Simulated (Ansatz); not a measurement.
**CH3Cl3OSn: how energies converge with the basis set**

One table from this session's results is given with a row withheld; the runs are named, their logs left out.

The runs use Ansatz 0.2.0, Gaussian basis; one geometry, several basis sets.

The runs, in order: PBE0-D4/def2-SVP; ωB97M-V/def2-SVP; PBE0-D4/def2-QZVPP; ωB97M-V/def2-QZVPP; the functionals' def2-TZVPP values are taken from earlier runs.

## The relaxed structure

An earlier PBE0-D4 in a triple-zeta def2 set relaxation fixed the geometry. Sn takes the def2 core potential; no spin-orbit term is included.

9 atoms, charge 0, spin multiplicity 1.

Atoms are counted from 1 here; the program's logs count them from 0.

Bond lengths: C1–O2 1.418 Å, C1–H7 1.092 Å, C1–H8 1.095 Å, C1–H9 1.095 Å, O2–Sn3 1.931 Å, Sn3–Cl4 2.298 Å, Sn3–Cl5 2.282 Å, Sn3–Cl6 2.298 Å. Angles: O2–C1–H7 106.9°, O2–C1–H8 112.0°, O2–C1–H9 112.0°, H7–C1–H8 108.4°, H7–C1–H9 108.4°, H8–C1–H9 109.0°, C1–O2–Sn3 119.9°, O2–Sn3–Cl4 110.1°, O2–Sn3–Cl5 107.2°, O2–Sn3–Cl6 109.9°, Cl4–Sn3–Cl5 110.7°, Cl4–Sn3–Cl6 108.3°, Cl5–Sn3–Cl6 110.7°.

The first run:

File in.yaml:

```yaml
crystal:
  periodic: [false, false, false]
  atoms:
    - {symbol: C, position_ang: [0.274995, -1.227858, 0.899769]}
    - {symbol: O, position_ang: [0.907154, -0.380183, -0.044584]}
    - {symbol: Sn, position_ang: [-0.080232, 1.069564, -0.850918]}
    - {symbol: Cl, position_ang: [-1.893427, 0.246066, -1.997338]}
    - {symbol: Cl, position_ang: [1.346125, 2.149829, -2.267633]}
    - {symbol: Cl, position_ang: [-0.844911, 2.498022, 0.778567]}
    - {symbol: H, position_ang: [1.020623, -1.958492, 1.219208]}
    - {symbol: H, position_ang: [-0.573182, -1.766990, 0.464140]}
    - {symbol: H, position_ang: [-0.068544, -0.676258, 1.781589]}
basis:
  gaussian: {orbitals: def2-SVP}
hamiltonian: {xc: pbe0, dispersion: d4}
output: {orbitals: {seedname: orbitals}}
```

On the command line:

```sh
$ ansatz run in.yaml --threads 4 --pin off --events-out ev --progress --plain --max-ram 11315MiB
```

Steps of the session up to this table: PBE0-D4 in def2-SVP; ωB97M-V in def2-SVP; PBE0-D4 in def2-QZVPP; ωB97M-V in def2-QZVPP.

One of the session's tables, all rows but one given; the rest of the session is left out.

It belongs to the step «Density functionals: the series». 

| functional | basis | HOMO (eV) | LUMO (eV) |
| --- | --- | --- | --- |
| PBE0-D4 | def2-SVP | -8.61 | -2.62 |
| PBE0-D4 | def2-TZVPP | ? | ? |
| PBE0-D4 | def2-QZVPP | -8.76 | -2.77 |
| ωB97M-V | def2-SVP | -10.97 | -0.46 |
| ωB97M-V | def2-TZVPP | -11.13 | -0.67 |
| ωB97M-V | def2-QZVPP | -11.17 | -0.76 |

Q: Estimate the row for PBE0-D4, def2-TZVPP from the others.

The run gave: HOMO (eV): -8.73; LUMO (eV): -2.74. In the column «HOMO (eV)» it lies between PBE0-D4, def2-QZVPP (-8.76) and PBE0-D4, def2-SVP (-8.61).
